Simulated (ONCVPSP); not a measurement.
**Cr: generating and testing an ONCV potential**

Aim: build the potential from the settings below, then test how well it stands in for the atom: other configurations, scattering, ghost states and the plane-wave cutoff that it needs.

Method: ONCVPSP 4.0.1, PBE, scalar-relativistic.

## (1) The design

Typed settings, in words:

* element: chromium (Cr, Z = 24)
* type: optimised norm-conserving Vanderbilt (ONCV)
* frozen core: [Ar]
* valence charge: 6
* reference configuration: 3d5 4s1
* partial waves: 4s: rc 2.20 bohr, ncon 5, nbas 9, qcut 3.6 1/bohr, 2 projectors, debl 0.6 Ha; p scattering state at 0.22 Ha: rc 2.40 bohr, ncon 5, nbas 10, qcut 2.9 1/bohr, 2 projectors, debl 3.2 Ha; 3d: rc 1.50 bohr, ncon 3, nbas 8, qcut 12 1/bohr, 2 projectors, debl 3.8 Ha
* local potential: polynomial inside 1.40 bohr (lpopt 5, dvloc0 2 Ha)
* core correction: not asked for

## (2) The generation run

Input file Cr.dat:

```
# ATOM AND REFERENCE CONFIGURATION
# atsym  z   nc   nv     iexc    psfile
  Cr 24.00    5    2        4      upf
#
#   n    l    f
    1    0    2.00
    2    0    2.00
    2    1    6.00
    3    0    2.00
    3    1    6.00
    3    2    5.00
    4    0    1.00
#
# PSEUDOPOTENTIAL AND OPTIMIZATION
# lmax
    2
#
#   l,   rc,      ep,       ncon, nbas, qcut
    0    2.20    0.00    5    9    3.60
    1    2.40    0.22    5   10    2.90
    2    1.50    0.00    3    8   12.00
#
# LOCAL POTENTIAL
# lloc, lpopt,  rc(5),   dvloc0
    4    5    1.40    2.00
#
# VANDERBILT-KLEINMAN-BYLANDER PROJECTORs
# l, nproj, debl
    0    2    0.60
    1    2    3.20
    2    2    3.80
#
# MODEL CORE CHARGE
# icmod, fcfact, rcfact
    0    0.00    0.00
#
# LOG DERIVATIVE ANALYSIS
# epsh1, epsh2, depsh
   -2.00    5.00    0.02
#
# OUTPUT GRID
# rlmax, drl
    6.00    0.01
#
# TEST CONFIGURATIONS
# ncnf
    4
# nvcnf
#   n    l    f
    2
    3    2    5.00
    4    0    0.00
#
    2
    3    2    4.00
    4    0    0.00
#
    2
    3    2    3.00
    4    0    0.00
#
    2
    3    2    4.00
    4    0    1.00
#
```

Run with:

```bash
oncvpsp.x < Cr.dat > Cr.out
```

Q: Predict the outcome of this session. Wanted: cutoffs for 1 and 0.1 mHa per electron, occupied waves; bound ghosts; GHOST(+) flags; largest test error; largest phase difference near zero energy, channels read.

**Answer**, as computed:

| quantity | value |
| --- | --- |
| cutoffs for 1 and 0.1 mHa per electron, occupied waves | 46 Ha and 54 Ha |
| bound ghosts | s at -99.81 eV |
| GHOST(+) flags | p at 127 eV |
| largest test error (AE − PS) | +115 meV, for 3d4 4s0 (1 test unsolved) |
| largest phase difference near zero energy, channels read | 0.020 rad |

In words: A bound ghost (s) makes it unfit for use: electrons can fall into a state that the atom doesn't have. The worst unpolarised test, 3d4 4s0, is off by 115 meV on 23.0 eV; by total energies transferability rates as poor. Of the tests 1 gave no usable energy difference, which is a warning in itself. By its cutoff, 46 Ha for the looser tolerance, it is hard. At the looser tolerance the 3d wave is the slowest; 4s needs 3 Ha. Near zero energy the phases of the channels with partial waves agree within 0.020 rad. The program also flags highly localised states, GHOST(+) (p).
